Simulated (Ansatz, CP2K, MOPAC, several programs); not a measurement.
Energy against volume for In2BiSb, ordered on the zincblende lattice (P-4m2) with 4 atoms a cell, at fixed shape and fractional coordinates, computed by several methods (PBE and r2SCAN, where shown, with plane waves in Ansatz); the cell shown is that of r2SCAN. With free coordinates or axes held, a curve is too stiff, and on another method's shape its minimum isn't the method's own volume. The symmetry is P-4m2 (No. 115, tetragonal); conventional cell a = 4.713 Å, c = 6.642 Å, 36.88 Å³ an atom. Sb is surrounded by 4 In at 2.86 Å; In is surrounded by 2 Sb at 2.86 Å and 2 Bi at 2.91 Å; Bi is surrounded by 4 In at 2.91 Å. Spin-unpolarised throughout. Whether this structure exists isn't addressed. Energies count from each curve's lowest point; fits are third-order Birch-Murnaghan.

```
CELL_PARAMETERS angstrom
4.71290 0.00000 0.00000
0.00000 4.71290 0.00000
0.00000 0.00000 6.64201
ATOMIC_POSITIONS crystal
Sb 0.00000 0.00000 0.00000
In 0.00000 0.50000 0.75660
Bi 0.50000 0.50000 0.50000
In 0.50000 0.00000 0.24340
```

**Question.** r2SCAN, on the shape of its own relaxed cell, gives

| V (Å³/atom) | E (meV/atom) |
| --- | --- |
| 34.669 | 20.31 |
| 35.776 | 5.22 |
| 36.882 | 0.00 |
| 37.989 | 3.08 |
| 39.095 | 13.12 |

What equilibrium volume and bulk modulus follow?

**Answer.** V₀ = 36.99 Å³ an atom and B₀ = 39 GPa.

PBE, on the shape of its own relaxed cell:
```csv
V (Å³/atom),E (meV/atom)
36.087,17.68
37.239,4.56
38.390,0.00
39.542,2.63
40.694,11.31
```
V₀ = 38.51 Å³ an atom and B₀ = 33 GPa.

**Question.** PBE/SZV (CP2K), on the shape of the cell shown, gives
```csv
V (Å³/atom),E (meV/atom)
32.456,178.51
34.669,69.69
36.882,15.23
39.095,0.00
41.308,12.58
```
What equilibrium volume and bulk modulus follow?

**Answer.** V₀ = 39.08 Å³ an atom and B₀ = 36 GPa.

PM7 (MOPAC), on the shape of the cell shown, as a cluster of 32 atoms at the zone centre:

| V (Å³/atom) | E (meV/atom) |
| --- | --- |
| 32.456 | 66.48 |
| 34.669 | 0.00 |
| 36.882 | 23.03 |
| 39.095 | 102.06 |
| 41.308 | 219.33 |

The points scatter about the fit by more than 0.3 meV an atom, so no fit is quoted.

light PBE (260 eV and a coarse mesh), on the shape of the cell shown:
```
V (Å³/atom)  E (meV/atom)
     33.932        243.88
     35.407        150.01
     36.882         52.48
     38.357          3.55
     39.833         24.15
     41.308          0.00
```
The points scatter about the fit by more than 0.3 meV an atom, since at so low a cutoff the number of plane waves jumps with the volume, so no fit is quoted.
